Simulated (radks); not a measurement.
# Fractional charge and spin in the 4s shell of germanium

An exercise on one series of results from a longer session: the logs are not shown, and one member is left open.

The numbers are computed with radks (a radial shooting solver on a logarithmic mesh, Libxc functionals) version 1 (non-relativistic Kohn-Sham, TPSS, spin-polarised, spherical densities, point nucleus), except any that are marked as measured or tabulated.

## Starting point

| Property | Result |
| --- | --- |
| element | germanium (Z = 32) |
| configuration | [Ar] 3d10 4p(up 0.5, down 0.5) 4s(up 1, down 1) |

A shell typed twice in an input gives spin up, then spin down.

Set-up of the first run:

Input:

```text
Z 32
configuration [Ar] 3d10 4p0.5 4p0.5 4s1 4s1
relativity non-relativistic
functional tpss,tpss
spin polarised
nucleus point
```

Among the steps run: 4s: up 1, down 1.

One of the session's tables, all rows but one given; the rest of the session is left out.

It belongs to the step «4s: up 1, down 1». From the orbitals of this run (lengths in bohr):

| level | <r> | outermost maximum (interpolated) | 90 % within | nodes |
| --- | --- | --- | --- | --- |
| 1s | 0.04783 | 0.0316 | 0.0851 | 0 |
| 2s | ? | ? | ? | ? |
| 2p | 0.1852 | 0.143 | 0.302 | 0 |
| 3s | 0.6345 | 0.551 | 0.948 | 2 |
| 3p | 0.6517 | 0.547 | 1.00 | 1 |
| 3d | 0.7317 | 0.503 | 1.24 | 0 |
| 4s | 2.062 | 1.75 | 3.07 | 3 |
| 4p | 2.553 | 2.10 | 3.89 | 2 |

**Question.** Estimate the row for 2s.

**Answer.** <r>: 0.2136; outermost maximum (interpolated): 0.179; 90 % within: 0.330; nodes: 1. In the column «<r>» it lies between 2p (0.1852) and 3s (0.6345).
